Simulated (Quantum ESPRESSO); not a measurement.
Crystal: Ho.

```xyz
2
Lattice="3.5773 0.0000 0.0000 -1.7887 3.0980 0.0000 0.0000 0.0000 5.6158" Properties=species:S:1:pos:R:3 pbc="T T T"
Ho    1.7887    1.0327    4.2119
Ho    0.0000    2.0654    1.4040
```

Base run:

| Property | Result |
| --- | --- |
| Program | Quantum ESPRESSO 7.5 |
| Functional | LDA |
| Potentials or basis | SSSP 1.3 efficiency PBE |
| Cutoff | 748 eV |
| Density cutoff | 5987 eV |
| k mesh | 9 × 9 × 5 |
| Occupations | fermi-dirac, width 0.05 eV |
| Spin | collinear spin, ferromagnetic start |
| Starting moments | [4.0, 4.0] μB |

Its results: band gap on the k mesh none (metal or under the smearing width); pressure -4.2 GPa; net moment 6.87 μB per cell; site moments Ho +3.48 μB.

**Question.** The run is repeated on the same cell with these changes: functional from LDA to PBEsol. What comes out?

**Answer.** Band gap on the k mesh none (metal or under the smearing width); pressure -2.2 GPa; net moment 6.85 μB per cell; site moments Ho +3.49 μB.

PBEsol binds less tightly than LDA, so the same cell stands under more pressure.

Caveats: the potentials were made for another functional, which shifts forces and pressure; the magnetic or orbital state may not be the lowest; some levels on the path didn't converge; spin-orbit coupling is left out, which moves the levels of the heavy elements.

Not every run made on this cell is shown here.
